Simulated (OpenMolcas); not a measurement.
**Ce³⁺ among point charges: CASSCF and CASPT2 levels and susceptibility**

How does a field of 12 point charges split the states of Ce³⁺, and what χT follows?

Program: OpenMolcas 26.06. Level of theory: state-averaged CASSCF and CASPT2, spin-orbit coupling by RASSI with atomic mean-field integrals. These are calculated values, not measurements, unless marked.

## Step 1: The system

```
Species                           : Ce³⁺ (cerium, Z = 58, 55 electrons)
Basis                             : ANO-RCC-VDZP [7s6p4d2f1g], 68 functions
Scalar Hamiltonian                : DKH2, point nucleus
Inactive shells                   : 1s 2s 2p 3s 3p 3d 4s 4p 4d 5s 5p
Active space                      : 1 electron in 7 orbitals (4f)
Some configurations of this space : 4f
Orbitals                          : optimised for the highest spin of each parity, averaged over all roots
```

The outer shells:

4f
```
4f [↑ ][  ][  ][  ][  ][  ][  ]
```

The ion sits among 12 point charges of -1.5 e arranged as a cuboctahedron (Oh), 2.89 Å from the ion.

Each step is its own input file, run in one work folder so that later steps find the files of earlier ones. Labels, J, g values, rates, χT and fits are worked out afterwards by a script from the matrices that RASSI stores. The input lists half of the charges; inversion (Group=XYZ) makes the rest.

## Step 2: GATEWAY and SEWARD: basis and integrals

a.inp reads:

```
&GATEWAY
Coord
1

Ce 0.0 0.0 0.0
Basis=ANO-RCC-VDZP
Group=XYZ
NoMove
AngMom=0.0 0.0 0.0
AMFI
XField
6 Angstrom 0
2.043539 2.043539 0.000000 -1.500000
2.043539 -2.043539 0.000000 -1.500000
0.000000 2.043539 2.043539 -1.500000
0.000000 2.043539 -2.043539 -1.500000
2.043539 0.000000 2.043539 -1.500000
2.043539 0.000000 -2.043539 -1.500000
&SEWARD
```

On the command line:

```sh
> OMP_NUM_THREADS=1 MOLCAS_MEM=2252 MOLCAS_PROJECT=a pymolcas a.inp > a.log
```

## Step 3: Reference wave functions, doublets of odd parity, 7 roots

a.inp reads:

```
&RASSCF
FileOrb=start.orb
Symmetry=2
Spin=2
nActEl=1 0 0
Inactive=15 12
Ras2=0 7
CIRoot=7 7 1
SDav=7
CIMx=300
Iter=120 100
PrWF=0.3
OrbListing=Nothing
MaxOrb=0
>>> COPY $Project.JobIph JOB001
```

start.orb holds the contracted functions of the basis, ordered by shell, or the orbitals of the step before.

## Step 4: State interaction with spin-orbit coupling

a.inp reads:

```
&RASSI
NrOfJobIphs=1 7
1 2 3 4 5 6 7
IphNames
JOB001
EJob
SpinOrbit
DIPRint=1.0
SOCoupling=1000.0
Subsets=2
Property=9
'ANGMOM' 1 'ANGMOM' 2 'ANGMOM' 3 'MLTPL  1' 1 'MLTPL  1' 2 'MLTPL  1' 3
'AMFI' 1 'AMFI' 2 'AMFI' 3
SOProperty=3
'ANGMOM' 1 'ANGMOM' 2 'ANGMOM' 3
```

## Step 5: CASPT2: IPEA 0.25, imaginary shift 0.1 (closed shells correlated: 5s 5p)

a.inp reads:

```
>>> COPY JOB001 $Project.JobIph
&CASPT2
Multistate=7 1 2 3 4 5 6 7
NoMult
Frozen=14 9
IPEA=0.25
Imaginary=0.1
MaxIter=60
WThr=0.0 0.3 0.05
PrWF=0.5
NoMix
```

(Steps that only read results are left out.)

What does the calculation give? Wanted: spin-free ground state; first state of the same spin within the active space; lowest level; next level.

**Answer**, as computed:

| quantity | value |
| --- | --- |
| method | SS-CASPT2, IPEA 0.25, imaginary shift 0.1 (closed shells correlated: 5s 5p) |
| spin-free ground state | 2T1, 3-fold in its orbital part |
| first state of the same spin within the active space | 2T2 at 326 cm⁻¹ |
| lowest level | 4-fold Γ8 |
| next level | 273.8 cm⁻¹ |
| χT at 300 K | 0.76 cm³ K/mol |
| effective moment at 300 K | 2.47 μB |

Cost by method:

```tsv
method	time of its own steps	time with the reference
A. CASSCF	1.9 s	1.9 s
B. SS-CASPT2, IPEA 0.25, imaginary shift 0.1, +5s 5p	1.3 s	3.2 s
```

Times are of one thread on a shared host.

**Reading.** The spin-free ground state (2T1) comes to 100 % from free-ion F terms and keeps the highest spin of the shell. CASPT2 does not keep the components of a term degenerate, and the means are used. Point charges carry no covalency, so the field is a model and not that of real ligands.
